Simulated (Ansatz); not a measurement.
# ErBe3Pd: a trial structure relaxed

Where does this trial cell of ErBe3Pd go when cell and atoms are let free?

Computed with Ansatz 0.2.0 (DFT PBE, scalar-relativistic, plane waves, PAW; 4f electrons in the core of a trivalent norm-conserving potential, unless a step's input says otherwise).

## 1. Starting point

It takes space group Pm-3m (No. 221, cubic). Conventional cell: a = 3.527 Å, b = 3.527 Å, c = 3.527 Å, α = 90.00°, β = 90.00°, γ = 90.00°. Around Er (site symmetry m-3m) lie 12 Be at 2.49 Å. Be (site symmetry 4/mmm) has 2 Pd at 1.76 Å in its first shell of neighbours. Around Pd (site symmetry m-3m) lie 6 Be at 1.76 Å.

As a file:

```cif
data_structure
_symmetry_space_group_name_H-M 'P 1'
_symmetry_Int_Tables_number 1
_cell_length_a 3.5271
_cell_length_b 3.5271
_cell_length_c 3.5271
_cell_angle_alpha 90.000
_cell_angle_beta 90.000
_cell_angle_gamma 90.000
_cell_volume 43.88
loop_
_atom_site_label
_atom_site_type_symbol
_atom_site_fract_x
_atom_site_fract_y
_atom_site_fract_z
_atom_site_occupancy
Er1 Er 0.00000 0.00000 0.00000 1
Be1 Be 0.00000 0.50000 0.50000 1
Be2 Be 0.50000 0.00000 0.50000 1
Be3 Be 0.50000 0.50000 0.00000 1
Pd1 Pd 0.50000 0.50000 0.50000 1
```

Recipe of the guess: random cell by space group and Wyckoff sites (Pm-3m, No. 221). Its size is a rough estimate.

## 2. The guess as it stands, on a coarse mesh

input.yaml

```yaml
crystal:
  lattice:
    - [3.52708947, 0.0, 0.0]
    - [0.0, 3.52708947, 0.0]
    - [0.0, 0.0, 3.52708947]
  atoms:
    - { symbol: Er, position: [0.0, 0.0, 0.0] }
    - { symbol: Be, position: [0.0, 0.5, 0.5] }
    - { symbol: Be, position: [0.5, 0.0, 0.5] }
    - { symbol: Be, position: [0.5, 0.5, 0.0] }
    - { symbol: Pd, position: [0.5, 0.5, 0.5] }
basis:
  ecutwfc: 770
kpoints:
  mp_grid: { grid: [6, 6, 6] }
hamiltonian:
  xc: pbe
  pseudopotentials:
    kind: paw
    azcp: { Er: "pseudopotentials/pbe/nc/lanthanide_3plus/Er.nc.azcp" }
scf:
  occupations: { method: gaussian, width: 0.1 }
  lower_state_search: "off"
output:
  forces: true
  stress: true
  eigenvalues: true
```

Started as:

```
$ ansatz run input.yaml --threads 1 --pin off --max-ram 2560MiB --backend cpu --events-out ev --progress --plain --runs-dir out
```

Further runs follow: rough relaxation on the coarse mesh; spin check on a coarse mesh; final relaxation.

**Question.** What will these runs give? Wanted: conventional cell; volume; energy over the elements; gap on the mesh.

**Answer**, as computed:

```
                              quantity                                                                      value
symmetry at the end (tolerance 0.05 Å)                                                space group Pm-3m (No. 221)
                     conventional cell  a = 4.249 Å, b = 4.249 Å, c = 4.249 Å, α = 90.00°, β = 90.00°, γ = 90.00°
                                volume                                                              15.34 Å³/atom
              energy over the elements                                                              -0.05 eV/atom
                       gap on the mesh                                                               none (metal)
```

The space group Pm-3m (No. 221) is kept, and the volume per atom grows by 74.8 % from the first guess. The formation energy of this structure is too near zero to say whether it is bound against the elements. No finished test with a distortion of lower symmetry is shown, so the end may be a saddle point. The runs treat Er without spin-orbit coupling. The lanthanide's 4f electrons sit in the core of its potential, so it is trivalent by construction and shows no f bands or moments. Other magnetic orders were not searched.

No U or exact exchange acts on the 4f shell of Er, so a metallic reading can be the functional's.
